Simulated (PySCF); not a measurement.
# C₇H₁₁B: electronic excitations

Wanted: the electronic excitations of C₇H₁₁B (`BCC(C)=C=CC=C`), by calculation.

Computed with PySCF 2.14.0, with density-fitted response routines of our own, on a single molecule in the gas phase. Atoms are numbered from 0 throughout.

## Step 1: The starting structure

19 atoms, charge 0, multiplicity 1; geometry from: GFN2-xTB.

Bonds of the start (Å): B0–C1 1.71, C1–C2 1.43, C2–C3 1.50, C2–C4 1.39, C4–C5 1.32, C5–C6 1.45, C6–C7 1.33, B0–H8 1.18, B0–H9 1.18, C1–H10 1.08, C1–H11 1.08, C3–H12 1.09, C3–H13 1.09, C3–H14 1.09, C5–H15 1.09, C6–H16 1.08, C7–H17 1.08, C7–H18 1.08.

## Step 2: Ultraviolet spectrum: B3LYP/def2-SVPD

What the job is given:

```
{"job": {"kind": "uv", "xc": "B3LYP", "basis": "def2-SVPD", "nstates": 8, "ntriplets": 3}, "charge": 0, "multiplicity": 1}
B     -1.135191     1.188950     0.218355
C     -2.080417     0.430028    -0.992544
C     -1.219475    -0.528505    -0.376404
C     -1.783994    -1.655334     0.433417
C      0.032229    -0.008557    -0.090750
C      1.336466    -0.224911    -0.099210
C      2.287422     0.631771     0.572035
C      3.601834     0.434052     0.548530
H     -1.581086     1.254477     1.306591
H     -0.662404     2.149644    -0.265748
H     -1.800333     0.835777    -1.952767
H     -3.142913     0.233513    -0.922743
H     -2.663599    -1.333796     0.988563
H     -1.047704    -2.053724     1.128057
H     -2.088881    -2.449379    -0.249228
H      1.749567    -1.054419    -0.665478
H      1.862192     1.466600     1.112539
H      4.039877    -0.394803     0.015686
H      4.286605     1.087866     1.060177
```

With the program's defaults for keys left out, this is: TDDFT B3LYP/def2-SVPD, vertical, gas phase, core orbitals frozen in the response.

Command:

```sh
$ OMP_NUM_THREADS=1 python probes_run.py task.json out
```

The driver reads the jobs from task.json and runs them one after another.

Predict these results of the whole session: lowest singlet (B3LYP/def2-SVPD); brightest single state of those computed; lowest triplet.

As calculated:

| quantity | value |
| --- | --- |
| lowest singlet (B3LYP/def2-SVPD) | 4.11 eV (301 nm), f = 0.177 |
| brightest single state of those computed | state 3, 5.56 eV, f = 0.449 |
| lowest triplet | 2.86 eV |

In words: The lowest singlet, at 4.11 eV, is HOMO→LUMO 0.85, HOMO→LUMO+1 0.13 and is bright; of the 8 states computed, the strongest absorption comes from state 3 at 5.56 eV. The lowest triplet lies 1.25 eV below the lowest singlet (triplets in Tamm-Dancoff, singlets in full TDDFT).
